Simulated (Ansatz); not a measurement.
# BF₂HO + H₂O₂: a complex and its separated parts

Aim: how far the complex at one end of a reaction step lies below its separated, relaxed parts, level by level.

Method: PBE0-D4/def2-TZVP structures, single points in def2-TZVPP, no counterpoise correction; program: Ansatz 0.2.0, Gaussian basis.

Levels: SPW92, PBE-D4, BLYP-D4, r2SCAN-D4, B97M-V, PBE0-D4, B3LYP-D4, r2SCAN0-D4, BHLYP-D4, CAM-B3LYP-D4, wB97X-V, wB97M-V, B2PLYP, PBE-QIDH, RPA on PBE, Hartree-Fock, MP2, CCSD, CCSD(T).

Correlated methods freeze the cores. B3LYP uses VWN-RPA correlation. B2PLYP carries no dispersion term here.

94 further runs of the same task are left out: 94 set aside as unsound or not needed. Runs told in other sessions of the task aren't counted.

## Step 1: The system as given

The complex: 9 atoms, charge 0, spin multiplicity 1.

Atoms are counted from 1 here; the program's logs count them from 0.

Bond lengths: B1–O2 1.354 Å, B1–F3 1.336 Å, B1–F4 1.327 Å, O2–H8 0.960 Å, H5–O6 0.967 Å, O6–O7 1.420 Å, O7–H9 0.970 Å. Angles: O2–B1–F3 118.4°, O2–B1–F4 122.5°, F3–B1–F4 117.7°, B1–O2–H8 112.5°, H5–O6–O7 102.3°, O6–O7–H9 101.2°.

As a file:

```mol
BF2H3O3
  3D, bonds by distance, orders not assigned

  9  7  0  0  0  0  0  0  0  0999 V2000
   -0.6998   -0.7444    0.0722 B   0  0
    0.1829   -1.7049    0.4359 O   0  0
   -0.8172   -0.4465   -1.2252 F   0  0
   -1.6319   -0.2840    0.8969 F   0  0
    1.6010    0.6447    0.1291 H   0  0
    0.7311    1.0143    0.3335 O   0  0
    0.5556    1.9679   -0.7040 O   0  0
    0.1144   -1.9349    1.3653 H   0  0
   -0.0361    1.4877   -1.3037 H   0  0
  1  2  8  0
  1  3  8  0
  1  4  8  0
  2  8  8  0
  5  6  8  0
  6  7  8  0
  7  9  8  0
M  END
```

Its parts: BF₂HO holds atoms 1, 2, 3, 4, 8; H₂O₂ holds atoms 5, 6, 7, 9. Each part counts its atoms afresh in its own runs.

## Step 2: Relaxing BF₂HO alone

relax-a/in.yaml

```yaml
crystal:
  periodic: [false, false, false]
  atoms:
    - {symbol: B, position_ang: [-0.699809, -0.744417, 0.072247]}
    - {symbol: O, position_ang: [0.182897, -1.704859, 0.435851]}
    - {symbol: F, position_ang: [-0.817154, -0.446529, -1.225153]}
    - {symbol: F, position_ang: [-1.631917, -0.284013, 0.896912]}
    - {symbol: H, position_ang: [0.114430, -1.934910, 1.365297]}
basis:
  gaussian: {orbitals: def2-TZVP}
hamiltonian: {xc: pbe0, dispersion: d4}
relax: {f_tol: 0.005, max_steps: 200}
```

Launch:

```
> ansatz run in.yaml --threads 8 --pin off --events-out ev --progress --plain --max-ram 19148MiB
```

The runs that follow: Relaxing H₂O₂ alone; SPW92/def2-TZVPP; PBE-D4/def2-TZVPP; BLYP-D4/def2-TZVPP; r2SCAN-D4/def2-TZVPP; B97M-V/def2-TZVPP; PBE0-D4/def2-TZVPP; B3LYP-D4/def2-TZVPP; r2SCAN0-D4/def2-TZVPP; BHLYP-D4/def2-TZVPP; CAM-B3LYP-D4/def2-TZVPP; wB97X-V/def2-TZVPP; wB97M-V/def2-TZVPP; B2PLYP/def2-TZVPP; PBE-QIDH/def2-TZVPP; RPA on PBE/def2-TZVPP; CCSD(T)/def2-TZVPP; Vibrations of BF₂HO; Vibrations of H₂O₂.

What does the calculation give? Wanted: complex less parts, CCSD(T)/def2-TZVPP; with zero-point energy; largest T1 diagnostic.

**Answer**, as computed:

| quantity | value |
| --- | --- |
| complex less parts, CCSD(T)/def2-TZVPP | -24.9 kJ/mol |
| with zero-point energy | -19.5 kJ/mol |
| largest T1 diagnostic | 0.012 |

**Reading.** At CCSD(T) the complex lies 24.9 kJ/mol below its parts. The functionals run from PBE0-D4, off by -0.4 kJ/mol, to SPW92, off by -22.4 kJ/mol, against CCSD(T). By rung, the mean size of the error is: LDA 22.4, GGA 1.6, meta-GGA 4.0, hybrid 1.6, range-separated hybrid 2.6, double hybrid 3.5 kJ/mol. The double hybrids carry no dispersion term here, unlike the levels marked D4 or V. PBE-D4 gives a relative energy 1.3 kJ/mol too low, inside chemical accuracy (1 kcal/mol, 4.2 kJ/mol). No counterpoise was applied, and triple zeta lacks some correlation, so the CCSD(T) reference has a basis error of its own, and close matches with it are partly luck.
